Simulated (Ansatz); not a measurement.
# CH5GaO (SMILES C[O][GaH2]) at HF/3-21G

Aim: the electronic atomisation energy of CH5GaO at HF/3-21G, from 5 runs. 

Program for the calculation: Ansatz 0.2.0.

56 further runs of the same task are left out: 56 set aside as unsound or not needed.

## 1. The system as given

CH5GaO has 8 atoms, charge 0, and is taken as a singlet. As SMILES, `C[O][GaH2]`. Geometry: relaxed at PBE0-D4/def2-TZVP.

Bond lengths: C1–O2 1.402 Å, O2–Ga3 1.782 Å, C1–H4 1.096 Å, C1–H5 1.099 Å, C1–H6 1.096 Å, Ga3–H7 1.565 Å, Ga3–H8 1.555 Å. Angles: C1–O2–Ga3 123.8°, O2–C1–H4 110.0°, O2–C1–H5 113.2°, O2–C1–H6 110.0°, O2–Ga3–H7 115.8°, O2–Ga3–H8 113.9°, H4–C1–H5 107.8°, H4–C1–H6 107.8°, H5–C1–H6 107.8°, H7–Ga3–H8 130.3°.

## 2. The energy at HF/3-21G

File run.yaml:

```yaml
crystal:
  periodic: [false, false, false]
  atoms:
    - {symbol: C, position_ang: [-0.616800, 0.972600, -0.422900]}
    - {symbol: O, position_ang: [-0.705300, -0.273500, 0.213500]}
    - {symbol: Ga, position_ang: [0.703200, -1.302000, 0.579300]}
    - {symbol: H, position_ang: [-1.200200, 0.962000, -1.350600]}
    - {symbol: H, position_ang: [0.414200, 1.256200, -0.676600]}
    - {symbol: H, position_ang: [-1.030600, 1.754200, 0.224300]}
    - {symbol: H, position_ang: [2.093900, -0.732800, 0.142900]}
    - {symbol: H, position_ang: [0.341700, -2.636700, 1.290100]}
basis:
  gaussian:
    orbitals: 3-21G-spherical.json
hamiltonian:
  xc: hf
accuracy: high
output: {orbitals: {seedname: orbitals}}
```

The basis set 3-21G is read from a file made from the Basis Set Exchange's data (not shown).

Launch:

```sh
ansatz run run.yaml --threads 1 --pin off --max-ram 3480MiB --events-out events.jsonl --progress --plain --runs-dir runs
```

The program printed:

```text
Warning: RAYON_NUM_THREADS=1 ignored (pool sized by the plan → 1); use --threads N
Functional definition: HF
  name "HF"
  exchange = exact_x
  correlation = 0
982 factors; integrals over basis functions are off by at most 8.9e-9 eV
mean field evaluation 1: about -55205.2872 eV, gradient 3.1e1 eV
mean field evaluation 2: about -55205.5428 eV, gradient 3.2e1 eV
mean field evaluation 4: about -55207.6592 eV, gradient 2.0e0 eV
mean field evaluation 8: about -55207.6851 eV, gradient 7.9e-2 eV
mean field evaluation 16: about -55207.6851 eV, gradient 4.0e-8 eV
mean field -55207.68508816 eV, -2028.8450058768 hartree, gradient 4.0e-8 eV, S^2 0.000000; 0 other end points of the search recorded, 0 dependent functions left out
reference -55207.68508816 eV, -2028.8450058768 hartree; 25, 25 occupied and 25, 25 virtual orbitals, 982 factors
Total energy: -55207.68508816 eV, -2028.8450058768 hartree
```

Run time: 0.6 s. Hardware: 1 thread of Arm Neoverse V1, shared host; peak memory 0.1 GiB.

## 3. The C atom, same level

File molecule.yaml:

```yaml
crystal:
  periodic: [false, false, false]
  atoms:
    - {symbol: C, position_ang: [0.000000, 0.000000, 0.000000]}
basis:
  gaussian:
    orbitals: 3-21G.json
magnetization:
  spin_polarized: true
  initial_magnetization: 2
hamiltonian:
  xc: hf
accuracy: high
```

The basis set 3-21G is read from a file made from the Basis Set Exchange's data (not shown).

Launch:

```sh
ansatz run molecule.yaml --threads 1 --pin off --max-ram 3480MiB --events-out events.jsonl --progress --plain --runs-dir runs
```

The program printed:

```text
Warning: RAYON_NUM_THREADS=1 ignored (pool sized by the plan → 1); use --threads N
Functional definition: HF
  name "HF"
  exchange = exact_x
  correlation = 0
42 factors; integrals over basis functions are off by at most 9.6e-9 eV
mean field evaluation 1: about -1019.7341 eV, gradient 4.9e0 eV
mean field evaluation 2: about -1019.7347 eV, gradient 4.9e0 eV
mean field evaluation 4: about -1019.9117 eV, gradient 1.9e-1 eV
mean field evaluation 8: about -1019.9119 eV, gradient 6.4e-5 eV
mean field evaluation 16: about -1019.9118 eV, gradient 6.1e-2 eV
mean field evaluation 32: about -1019.9119 eV, gradient 2.8e-8 eV
mean field -1019.91186813 eV, -37.4810698326 hartree, gradient 2.8e-8 eV, S^2 2.000971; 2 other end points of the search recorded, 0 dependent functions left out
reference -1019.91186813 eV, -37.4810698326 hartree; 4, 2 occupied and 5, 7 virtual orbitals, 42 factors
Total energy: -1019.91186813 eV, -37.4810698326 hartree
```

It took 0.04 s on 1 thread of Arm Neoverse V1, shared host.

## 4. The Ga atom, same level

File run.yaml:

```yaml
crystal:
  periodic: [false, false, false]
  atoms:
    - {symbol: Ga, position_ang: [0.000000, 0.000000, 0.000000]}
basis:
  gaussian: {orbitals: 3-21G-spherical.json}
magnetization: {spin_polarized: true, initial_magnetization: 1}
hamiltonian: {xc: hf}
accuracy: high
```

The basis set 3-21G is read from a file made from the Basis Set Exchange's data (not shown).

Launch:

```sh
ansatz run run.yaml --threads 1 --pin off --max-ram 3480MiB --events-out events.jsonl --progress --plain --runs-dir runs
```

The program printed:

```text
Warning: RAYON_NUM_THREADS=1 ignored (pool sized by the plan → 1); use --threads N
Functional definition: HF
  name "HF"
  exchange = exact_x
  correlation = 0
178 factors; integrals over basis functions are off by at most 4.3e-9 eV
mean field evaluation 1: about -52076.7801 eV, gradient 1.9e0 eV
mean field evaluation 2: about -52076.7888 eV, gradient 1.9e0 eV
mean field evaluation 4: about -52076.8856 eV, gradient 8.1e-2 eV
mean field evaluation 8: about -52076.8839 eV, gradient 1.0e-3 eV
mean field evaluation 16: about -52076.8877 eV, gradient 2.8e-1 eV
mean field evaluation 32: about -52076.8839 eV, gradient 2.4e-3 eV
mean field -52076.88388585 eV, -1913.7901838251 hartree, gradient 3.6e-8 eV, S^2 0.750353; 1 other end points of the search recorded, 0 dependent functions left out
reference -52076.88388585 eV, -1913.7901838251 hartree; 16, 15 occupied and 6, 7 virtual orbitals, 178 factors
Total energy: -52076.88388585 eV, -1913.7901838251 hartree
```

Run time: 0.12 s. Hardware: 1 thread of Arm Neoverse V1, shared host.

## 5. The H atom at the same level

File job.yaml:

```yaml
crystal:
  periodic: [false, false, false]
  atoms:
    - {symbol: H, position_ang: [0.000000, 0.000000, 0.000000]}
basis:
  gaussian:
    orbitals: 3-21G.json
magnetization:
  spin_polarized: true
  initial_magnetization: 1
hamiltonian:
  xc: hf
accuracy: high
```

The basis set 3-21G is read from a file made from the Basis Set Exchange's data (not shown).

Launch:

```sh
ansatz run job.yaml --threads 1 --pin off --max-ram 3480MiB --events-out events.jsonl --progress --plain --runs-dir runs
```

The program printed:

```text
Warning: RAYON_NUM_THREADS=1 ignored (pool sized by the plan → 1); use --threads N
Functional definition: HF
  name "HF"
  exchange = exact_x
  correlation = 0
3 factors; integrals over basis functions are off by at most 1.3e-8 eV
mean field evaluation 1: about -13.4868 eV, gradient 1.3e0 eV
mean field evaluation 2: about -13.4868 eV, gradient 1.3e0 eV
mean field evaluation 4: about -13.5023 eV, gradient 2.1e-5 eV
mean field evaluation 8: about -13.5023 eV, gradient 1.0e-12 eV
mean field -13.50225274 eV, -0.4961986360 hartree, gradient 4.5e-8 eV, S^2 0.750000; 0 other end points of the search recorded, 0 dependent functions left out
reference -13.50225274 eV, -0.4961986360 hartree; 1, 0 occupied and 1, 2 virtual orbitals, 3 factors
Total energy: -13.50225274 eV, -0.4961986360 hartree
```

Wall time 0.04 s (1 thread of Arm Neoverse V1, shared host).

## 6. The O atom, same level

File run.yaml:

```yaml
crystal:
  periodic: [false, false, false]
  atoms:
    - {symbol: O, position_ang: [0.000000, 0.000000, 0.000000]}
basis:
  gaussian:
    orbitals: 3-21G.json
magnetization:
  spin_polarized: true
  initial_magnetization: 2
accuracy: high
hamiltonian:
  xc: hf
```

The basis set 3-21G is read from a file made from the Basis Set Exchange's data (not shown).

Run the same way, it converges to -74.39366 Eh (log not shown).

## 7. Summary of results

At HF/3-21G:

```
                     quantity           value
       molecule: total energy  -2028.84501 Eh
        molecule: HOMO energy       -11.14 eV
        molecule: LUMO energy         1.57 eV
      molecule: HOMO–LUMO gap        12.71 eV
         C atom: total energy    -37.48107 Eh
                 C atom: ⟨S²⟩           2.001
        Ga atom: total energy  -1913.79018 Eh
                Ga atom: ⟨S²⟩           0.750
         H atom: total energy     -0.49620 Eh
                 H atom: ⟨S²⟩           0.750
         O atom: total energy    -74.39366 Eh
                 O atom: ⟨S²⟩           2.001
electronic atomisation energy       19.024 eV
```

In words: Taking the molecule apart into free atoms costs 19.02 eV (1835 kJ/mol), before zero-point energy and without spin-orbit coupling. Hartree–Fock lacks the correlation of the bonding pairs, which as a rule makes this value much too low; in minimal bases other errors can mask that. The basis has no polarisation functions, which makes bonds too weak.
